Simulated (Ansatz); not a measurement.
Something may be wrong with this Ansatz 0.2.0 calculation of TaWC2.

Contents of input.yaml:

```yaml
crystal:
  lattice:
    - [2.9703757, 1.71494721, 9.64066385]
    - [-2.9703757, 1.71494721, 9.64066385]
    - [0.0, -3.42989441, 9.64066385]
  atoms:
    - { symbol: W, position: [0.0, 0.0, 0.0] }
    - { symbol: Ta, position: [0.5, 0.5, 0.5] }
    - { symbol: C, position: [0.250933, 0.250933, 0.250933] }
    - { symbol: C, position: [0.749067, 0.749067, 0.749067] }
hamiltonian:
  xc: lda
  pseudopotentials: { kind: paw }
kpoints:
  mp_grid: { grid: [10, 10, 10] }
  band_path:
    path:
      - [[0.0, 0.0, 0.0], [0.5, 0.0, 0.0], [0.5, 0.1877624847, -0.1877624847]]
      - [[0.8122375153, 0.5, 0.1877624847], [0.5, 0.5, 0.5], [0.0, 0.0, 0.0], [0.3438812424, 0.0, -0.3438812424]]
      - [[0.6561187576, 0.3438812424, 0.0], [0.5, 0.5, 0.0], [0.6561187576, 0.6561187576, 0.1877624847], [0.5, 0.5, 0.5]]
      - [[0.5, 0.0, 0.0], [0.8122375153, 0.3438812424, 0.3438812424]]
    npoints: 14
scf:
  occupations: { method: fermi_dirac, width: 0.05 }
  n_extra_bands: 10
  max_iter: 100
output:
  forces: true
  stress: true
  eigenvalues: true
  fatbands: true
```

Potentials or basis: Ansatz PAW.

Launch:

```console
$ ansatz run input.yaml --threads 2 --pin off --max-ram 5632MiB --backend cpu --events-out ev --progress --plain --runs-dir out
```

Output:

```text
Warning: RAYON_NUM_THREADS=2 ignored (pool sized by the plan → 2); use --threads N
basis.fft_grid_basis auto: the FFT boxes are laid along the combinations [[1, 0, -1], [0, 1, -1], [0, 0, 1]] of the cell's own vectors, 5.941, 5.941 and 10.233 Å long. The dense box has 40×40×72 points. Along the cell's own vectors, as sized, it would have 72×72×72, 3.24 times as many. Of the 12 symmetry operations that the crystal satisfies within crystal.symmetry.tolerance (time reversal apart; of a slab, those that keep its plane) the dense box along the cell's own vectors carries 12, and the one as laid loses 8 of those. basis.fft_grid_basis: typed keeps the cell's own vectors: state it where this run's energies or levels are differenced outside the engine with another run's, or held beside a run that keeps those vectors.
scf.n_extra_bands = 10 over 18 filled bands (N_el = 35.0): the run solves 28 bands
Engine: ansatz 0.2.0, aarch64-unknown-linux-gnu
Pseudopotentials: kind: paw
Pseudopotential: W, paw, valence charge 14, recommended cutoff 420 eV (normal), W.paw.azcp
Pseudopotential: Ta, paw, valence charge 13, recommended cutoff 420 eV (normal), Ta.paw.azcp
[... 30 lines left out ...]
SCF iter   7: F=—  HF=-20260.064915 eV  |F-HF|=—  |Δ(HF+E_count)|=   5.67e-4  Δρ=1.08e-3  dr2=9.48e-3  ethr=7.31e-5  ⟨swp⟩=1.0  Hψ=3256  notcnv=0
SCF iter   8: F=—  HF=-20260.064749 eV  |F-HF|=—  |Δ(HF+E_count)|=   1.66e-4  Δρ=2.06e-4  dr2=5.09e-4  ethr=2.71e-5  ⟨swp⟩=1.0  Hψ=3248  notcnv=0
SCF iter   9: F=—  HF=-20260.064765 eV  |F-HF|=—  |Δ(HF+E_count)|=   1.58e-5  Δρ=1.48e-4  dr2=1.41e-4  ethr=1.46e-6  ⟨swp⟩=1.0  Hψ=3248  notcnv=0
SCF iter  10: F=—  HF=-20260.064765 eV  |F-HF|=—  |Δ(HF+E_count)|=   6.75e-8  Δρ=4.62e-5  dr2=1.74e-5  ethr=4.03e-7  ⟨swp⟩=1.0  Hψ=3248  notcnv=0
SCF iter  11: F=—  HF=-20260.064863 eV  |F-HF|=—  |Δ(HF+E_count)|=   9.76e-5  Δρ=2.41e-5  dr2=6.31e-6  ethr=4.96e-8  ⟨swp⟩=1.0  Hψ=3248  notcnv=0
SCF iter  12: F=—  HF=-20260.064862 eV  |F-HF|=—  |Δ(HF+E_count)|=   5.66e-8  Δρ=4.28e-6  dr2=1.39e-7  ethr=1.80e-8  ⟨swp⟩=1.0  Hψ=3248  notcnv=0
SCF iter  13: F=-20260.064862 eV  HF=-20260.064863 eV  |F-HF|=1.70e-8  |Δ(HF+E_count)|=   7.23e-9  Δρ=3.08e-6  dr2=2.54e-8  ethr=2.86e-10  ⟨swp⟩=3.2  Hψ=8448  notcnv=0
SCF 1 converged in 13 iterations: F = -20260.064862 eV  dr2 = 2.54e-8
  greatest PAW one-centre occupation: 1.000 electrons in one spin orbital (limit 2), on the W atom at site 0 (counted from 0), in its partial waves of l = 0
NSCF: frozen V_eff on 130 k-points
```

Q: What happened, and what is wrong with the input?

A: The calculation hadn't finished when its time ran out. The input holds a flaw that was put in on purpose: a lattice typed in bohr.
